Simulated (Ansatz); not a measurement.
# ZnInGaO4: the cost of one run

Computed with Ansatz 0.2.0 (DFT PBE, scalar-relativistic, plane waves, PAW, unless a step's input says otherwise).

**1. The system as given**

The structure is trigonal, space group R3m (No. 160). Conventional cell: a = 3.361 Å, b = 3.361 Å, c = 26.140 Å, α = 90.00°, β = 90.00°, γ = 120.00°. Zn (site symmetry 3m) is surrounded by 4 O at 2.01 to 2.02 Å. Around In (site symmetry 3m) lie 6 O at 2.22 to 2.23 Å. Around Ga (site symmetry 3m) lie 5 O at 1.94 to 2.00 Å. Around O (site symmetry 3m) lie 1 Zn at 2.01 Å and 3 In at 2.22 Å. O (site symmetry 3m) has 1 Ga at 1.98 Å and 3 In at 2.23 Å in its first shell of neighbours. O (site symmetry 3m) is surrounded by 3 Ga at 1.94 Å. Around O (site symmetry 3m) lie 1 Ga at 2.00 Å and 3 Zn at 2.02 Å.

Structure file:

```xyz
42
Lattice="0.0000 5.8208 0.0000 0.0000 -1.9403 8.7134 10.0820 0.0000 0.0000" Properties=species:S:1:pos:R:3 pbc="T T T"
Zn    3.3607    0.0000    5.7086
Zn    1.6803    2.9104    5.7086
Zn    6.7213    0.0000    5.7086
Zn    5.0410    2.9104    5.7086
Zn    0.0000    0.0000    5.7086
Zn    8.4016    2.9104    5.7086
In    3.3607    0.0000    0.0724
In    1.6803    2.9104    0.0724
In    6.7213    0.0000    0.0724
In    5.0410    2.9104    0.0724
In    0.0000    0.0000    0.0724
In    8.4016    2.9104    0.0724
Ga    1.6803    0.9701    3.1464
Ga    5.0410    0.9701    3.1464
Ga    3.3607    3.8805    3.1464
Ga    8.4016    0.9701    3.1464
Ga    6.7213    3.8805    3.1464
Ga    0.0000    3.8805    3.1464
O     3.3607    0.0000    7.7151
O     1.6803    2.9104    7.7151
O     6.7213    0.0000    7.7151
O     5.0410    2.9104    7.7151
O     0.0000    0.0000    7.7151
O     8.4016    2.9104    7.7151
O     1.6803    0.9701    1.1682
O     5.0410    0.9701    1.1682
O     3.3607    3.8805    1.1682
O     8.4016    0.9701    1.1682
O     6.7213    3.8805    1.1682
O     0.0000    3.8805    1.1682
O     3.3607    0.0000    3.1817
O     1.6803    2.9104    3.1817
O     6.7213    0.0000    3.1817
O     5.0410    2.9104    3.1817
O     0.0000    0.0000    3.1817
O     8.4016    2.9104    3.1817
O     1.6803    0.9701    5.1479
O     5.0410    0.9701    5.1479
O     3.3607    3.8805    5.1479
O     8.4016    0.9701    5.1479
O     6.7213    3.8805    5.1479
O     0.0000    3.8805    5.1479
```

The runs take a perfect supercell of 42 atoms; the defect goes to fractional position (0.287, 0.361, 0.167).

**2. The perfect supercell**

Contents of input.yaml:

```yaml
crystal:
  lattice:
    - [0.0, 5.820822, 1.0e-06]
    - [0.0, -1.940274, 8.713405]
    - [10.081961, 0.0, 0.0]
  atoms:
    - { symbol: Zn, position: [0.218382, 0.655146, 0.333333] }
    - { symbol: Zn, position: [0.718382, 0.655146, 0.166667] }
    - { symbol: Zn, position: [0.218382, 0.655146, 0.666667] }
    - { symbol: Zn, position: [0.718382, 0.655146, 0.5] }
    - { symbol: Zn, position: [0.218382, 0.655146, 0.0] }
    - { symbol: Zn, position: [0.718382, 0.655146, 0.833333] }
    - { symbol: In, position: [0.002768, 0.008304, 0.333333] }
    - { symbol: In, position: [0.502768, 0.008304, 0.166667] }
    - { symbol: In, position: [0.002768, 0.008304, 0.666667] }
    - { symbol: In, position: [0.502768, 0.008304, 0.5] }
    - { symbol: In, position: [0.002768, 0.008304, 0.0] }
    - { symbol: In, position: [0.502768, 0.008304, 0.833333] }
    - { symbol: Ga, position: [0.287034, 0.361102, 0.166667] }
    - { symbol: Ga, position: [0.287034, 0.361102, 0.5] }
    - { symbol: Ga, position: [0.787034, 0.361102, 0.333333] }
    - { symbol: Ga, position: [0.287034, 0.361102, 0.833333] }
    - { symbol: Ga, position: [0.787034, 0.361102, 0.666667] }
    - { symbol: Ga, position: [0.787034, 0.361102, 0.0] }
    - { symbol: O, position: [0.295143, 0.885429, 0.333333] }
    - { symbol: O, position: [0.795143, 0.885429, 0.166667] }
    - { symbol: O, position: [0.295143, 0.885429, 0.666667] }
    - { symbol: O, position: [0.795143, 0.885429, 0.5] }
    - { symbol: O, position: [0.295143, 0.885429, 0.0] }
    - { symbol: O, position: [0.795143, 0.885429, 0.833333] }
    - { symbol: O, position: [0.211358, 0.134074, 0.166667] }
    - { symbol: O, position: [0.211358, 0.134074, 0.5] }
    - { symbol: O, position: [0.711358, 0.134074, 0.333333] }
    - { symbol: O, position: [0.211358, 0.134074, 0.833333] }
    - { symbol: O, position: [0.711358, 0.134074, 0.666667] }
    - { symbol: O, position: [0.711358, 0.134074, 0.0] }
    - { symbol: O, position: [0.121717, 0.365151, 0.333333] }
    - { symbol: O, position: [0.621717, 0.365151, 0.166667] }
    - { symbol: O, position: [0.121717, 0.365151, 0.666667] }
    - { symbol: O, position: [0.621717, 0.365151, 0.5] }
    - { symbol: O, position: [0.121717, 0.365151, 0.0] }
    - { symbol: O, position: [0.621717, 0.365151, 0.833333] }
    - { symbol: O, position: [0.363599, 0.590797, 0.166667] }
    - { symbol: O, position: [0.363599, 0.590797, 0.5] }
    - { symbol: O, position: [0.863599, 0.590797, 0.333333] }
    - { symbol: O, position: [0.363599, 0.590797, 0.833333] }
    - { symbol: O, position: [0.863599, 0.590797, 0.666667] }
    - { symbol: O, position: [0.863599, 0.590797, 0.0] }
basis:
  ecutwfc: 420
  fft_grid_basis: typed
kpoints:
  mp_grid: { grid: [2, 2, 1] }
hamiltonian:
  xc: pbe
  pseudopotentials: { kind: paw }
scf:
  occupations: { method: gaussian, width: 0.05 }
output:
  forces: true
  stress: false
  eigenvalues: true
  bader: false
  write_density: true
  volumetric_format: npy
```

Run with:

```console
ansatz run input.yaml --threads 4 --pin off --max-ram 10240MiB --backend cpu --events-out ev --progress --plain --runs-dir out
```

**Question.** How long does this run take on 4 threads of Intel Xeon Platinum 8488C (Sapphire Rapids), shared host, and how much memory does it need?

About 6.2 s, with a peak of 2.3 GiB.
